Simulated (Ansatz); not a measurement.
# CAM-B3LYP/def2-SVP run of C3H9Ga (trimethylgallium (TMGa))

Aim: the electronic atomisation energy of C3H9Ga (trimethylgallium (TMGa)) at CAM-B3LYP/def2-SVP, from 4 runs. 

The calculation is run with Ansatz 0.2.0.

58 further runs of the same task are left out: 3 that didn't finish, 55 set aside as unsound or not needed.

## Step 1: Starting point

C3H9Ga has 13 atoms, charge 0, and is taken as a singlet. SMILES: `C[Ga](C)C`. The coordinates come from a PBE0-D4/def2-TZVP relaxation.

Bond lengths: C1–Ga2 1.976 Å, Ga2–C3 1.976 Å, Ga2–C4 1.976 Å, C1–H5 1.092 Å, C1–H6 1.096 Å, C1–H7 1.092 Å, C3–H8 1.092 Å, C3–H9 1.092 Å, C3–H10 1.096 Å, C4–H11 1.092 Å, C4–H12 1.096 Å, C4–H13 1.092 Å. Some angles: C1–Ga2–C3 119.7°, C1–Ga2–C4 120.1°, C3–Ga2–C4 120.1°, Ga2–C1–H5 111.9°, Ga2–C1–H6 109.2°, Ga2–C1–H7 112.2°, Ga2–C3–H8 111.9°, Ga2–C3–H9 112.2°, Ga2–C3–H10 109.2°, Ga2–C4–H11 112.0°.

## Step 2: The energy at CAM-B3LYP/def2-SVP

Input file molecule.yaml:

```yaml
crystal:
  periodic: [false, false, false]
  atoms:
    - symbol: C
      position_ang: [-0.386610, 1.662740, -0.990030]
    - symbol: Ga
      position_ang: [0.030950, -0.015220, -0.033330]
    - symbol: C
      position_ang: [1.404300, -0.017040, 1.387570]
    - symbol: C
      position_ang: [-0.984810, -1.662120, -0.433110]
    - symbol: H
      position_ang: [0.495980, 2.295540, -1.105570]
    - symbol: H
      position_ang: [-1.118900, 2.235600, -0.410630]
    - symbol: H
      position_ang: [-0.822360, 1.479540, -1.974110]
    - symbol: H
      position_ang: [2.207150, 0.693340, 1.179140]
    - symbol: H
      position_ang: [1.838150, -1.007150, 1.540450]
    - symbol: H
      position_ang: [0.944020, 0.286540, 2.334210]
    - symbol: H
      position_ang: [-1.317660, -1.695390, -1.472580]
    - symbol: H
      position_ang: [-1.882270, -1.692900, 0.194460]
    - symbol: H
      position_ang: [-0.407960, -2.563490, -0.216480]
basis:
  gaussian:
    orbitals: def2-SVP
output: {orbitals: {seedname: orbitals}}
total_charge: 0
hamiltonian:
  xc: {name: CAM-B3LYP}
accuracy: high
```

On the command line:

```console
$ ansatz run molecule.yaml --threads 1 --pin off --max-ram 3480MiB --events-out events.jsonl --progress --plain --runs-dir runs
```

What it wrote:

```text
Warning: RAYON_NUM_THREADS=1 ignored (pool sized by the plan → 1); use --threads N
Functional definition: CAM-B3LYP
  name "CAM-B3LYP"
  parameter alpha = 0.19
  parameter beta = 0.46
  parameter omega = 0.33/bohr
  parameter ac = 0.81
  exchange = (1 - alpha - beta)*b88_x + beta*b88_x_sr(omega) + alpha*exact_x + beta*exact_x_lr(omega)
  correlation = (1 - ac)*vwn5_c + ac*lyp_c
2831 factors; integrals over basis functions are off by at most 1.0e-8 eV
536 factors; integrals over basis functions are off by at most 1.9e-9 eV
mean field evaluation 1: about -55618.5136 eV, gradient 6.5e1 eV
mean field evaluation 2: about -55620.1397 eV, gradient 6.0e1 eV
mean field evaluation 4: about -55627.9426 eV, gradient 1.2e0 eV
mean field evaluation 8: about -55628.0826 eV, gradient 1.7e-2 eV
mean field evaluation 16: about -55628.0826 eV, gradient 1.7e-6 eV
mean field -55628.08263496 eV, -2044.2943307660 hartree, gradient 2.5e-8 eV, S^2 0.000000; 0 other end points of the search recorded, 0 dependent functions left out
reference -55628.08265868 eV, -2044.2943316380 hartree; 29, 29 occupied and 90, 90 virtual orbitals, 2831 factors
Total energy: -55628.08265868 eV, -2044.2943316380 hartree
```

Wall time 32 s (1 thread of Intel Xeon Platinum 8259CL at 2.50GHz (Skylake/Cascade Lake), shared host); peak memory 0.6 GiB.

## Step 3: The C atom at the same level

Input file run.yaml:

```yaml
crystal:
  periodic: [false, false, false]
  atoms:
    - {symbol: C, position_ang: [0.000000, 0.000000, 0.000000]}
basis:
  gaussian: {orbitals: def2-SVP}
magnetization: {spin_polarized: true, initial_magnetization: 2}
hamiltonian: {xc: {name: CAM-B3LYP}}
accuracy: high
```

Run the same way, it converges to -37.79154 Eh (log not shown).

## Step 4: The Ga atom at the same level

Input file run.yaml:

```yaml
crystal:
  periodic: [false, false, false]
  atoms:
    - {symbol: Ga, position_ang: [0.000000, 0.000000, 0.000000]}
basis:
  gaussian:
    orbitals: def2-SVP
accuracy: high
hamiltonian:
  xc: {name: CAM-B3LYP}
magnetization:
  spin_polarized: true
  initial_magnetization: 1
```

Run the same way, it converges to -1924.67750 Eh (log not shown).

## Step 5: The H atom at the same level

Input file molecule.yaml:

```yaml
crystal:
  periodic: [false, false, false]
  atoms:
    - {symbol: H, position_ang: [0.000000, 0.000000, 0.000000]}
basis:
  gaussian:
    orbitals: def2-SVP
accuracy: high
hamiltonian:
  xc: {name: CAM-B3LYP}
magnetization:
  spin_polarized: true
  initial_magnetization: 1
```

Run the same way, it converges to -0.49790 Eh (log not shown).

## Step 6: Results

Level: CAM-B3LYP/def2-SVP.

| quantity | value |
| --- | --- |
| molecule: total energy | -2044.29433 Eh |
| molecule: HOMO energy | -8.70 eV |
| molecule: LUMO energy | 0.45 eV |
| molecule: HOMO–LUMO gap | 9.15 eV |
| C atom: total energy | -37.79154 Eh |
| C atom: ⟨S²⟩ | 2.002 |
| Ga atom: total energy | -1924.67750 Eh |
| Ga atom: ⟨S²⟩ | 0.753 |
| H atom: total energy | -0.49790 Eh |
| H atom: ⟨S²⟩ | 0.750 |
| electronic atomisation energy | 47.923 eV |

**Reading.** Taking the molecule apart into free atoms costs 47.92 eV (1105 kcal/mol), before zero-point energy and without spin-orbit coupling.
